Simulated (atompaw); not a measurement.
# La: generating and testing a PAW (atompaw) potential

Aim: build the potential from the settings below, then test how well it stands in for the atom: scattering, ghost states and the plane-wave cutoff that it needs.

Method: atompaw 4.2.0.5, PBE, scalar-relativistic.

**1. Starting point**

Typed settings, in words:

* element: lanthanum (La, Z = 57)
* type: PAW
* frozen core: [Kr] 4d10
* valence charge: 11
* reference configuration: 4f0 5s2 5p6 5d1 6s2 6p0
* partial waves: 5s (bound); 6s (bound); 5p (bound); 6p (bound, empty); 5d (bound); 5d channel at 1.5 Ry; 4f (bound, empty); 4f channel at 0.25 Ry
* local potential: troulliermartins scheme with l = 4 at 0 Ry, radius 2.75 bohr
* core correction: smooth core density matched at 2.60 bohr
* augmentation charge: besselshape compensation charge, radius 2.30 bohr; PAW radius 3.00 bohr; waves and projectors: bloechl

The outer shells as boxes (Hund's rule for the drawing; the calculation is spin-unpolarised):

```
[Kr] core
4d [↑↓][↑↓][↑↓][↑↓][↑↓]
4f [  ][  ][  ][  ][  ][  ][  ]
5s [↑↓]
5p [↑↓][↑↓][↑↓]
5d [↑ ][  ][  ][  ][  ]
6s [↑↓]
6p [  ][  ][  ]
```

The nodes and maxima of the atom's own shells, from an earlier all-electron run, set the scale for the radii.

All-electron outer shells of the reference configuration (PBE, scalar-relativistic, ld1.x):

| shell | level (eV) | outermost node (bohr) | outermost maximum (bohr) |
| --- | --- | --- | --- |
| 4p | -200.00 | 0.34 | 0.63 |
| 4d | -103.85 | 0.32 | 0.68 |
| 5s | -38.92 | 0.77 | 1.41 |
| 5p | -22.40 | 0.83 | 1.58 |
| 4f | -4.35 | – | 0.75 |
| 6s | -3.68 | 1.86 | 3.84 |
| 5d | -3.09 | 0.95 | 2.21 |
| 6p | -1.35 | 2.21 | 4.93 |

**2. Generation**

La.input

```
La 57
GGA-PBE scalarrelativistic loggrid 2001 logderivrange -5 5 251
6 6 5 4 0 0
6 1 0
5 2 1
4 3 0
0 0 0
c
c
c
c
v
v
c
c
c
v
v
c
c
v
v
3
3.00 2.30 2.75 2.60
n
n
y
1.5
n
y
0.25
n
bloechl besselshape
4 0 troulliermartins
PWSCFOUT
UPFDX 0.0125d0 UPFXMIN -7.d0 UPFZMESH 57.d0
END
```

Started as:

```console
$ atompaw < La.input > La.log
```

**Question.** What will these runs give? Wanted: cutoffs for 10 and 1 mRy, occupied levels; bound ghosts; largest phase difference near zero energy, channels read; lowest eigenvalue of the overlap; share of valence orbitals outside the PAW sphere; UPF file.

As calculated:

| quantity | value |
| --- | --- |
| cutoffs for 10 and 1 mRy, occupied levels | 18 Ry and 30 Ry |
| bound ghosts | none found |
| largest phase difference near zero energy, channels read | 0.024 rad |
| lowest eigenvalue of the overlap (Bessel basis) | 0.438 (s) |
| share of valence orbitals outside the PAW sphere | 5s 1 %, 6s 85 %, 5p 5 %, 6p 95 %, 5d 42 %, 4f 2 % |
| UPF file | not written |

**Reading.** By its cutoff, 18 Ry for the looser tolerance, it is soft on the atom. That counts occupied waves only; other projectors can need more. It is free of bound ghosts as far as tested. Near zero energy the phases of the channels with partial waves agree within 0.024 rad. The pseudo core plus compensation charge is negative at some radii, so no UPF file was written. All of this concerns the isolated atom, not yet a solid.
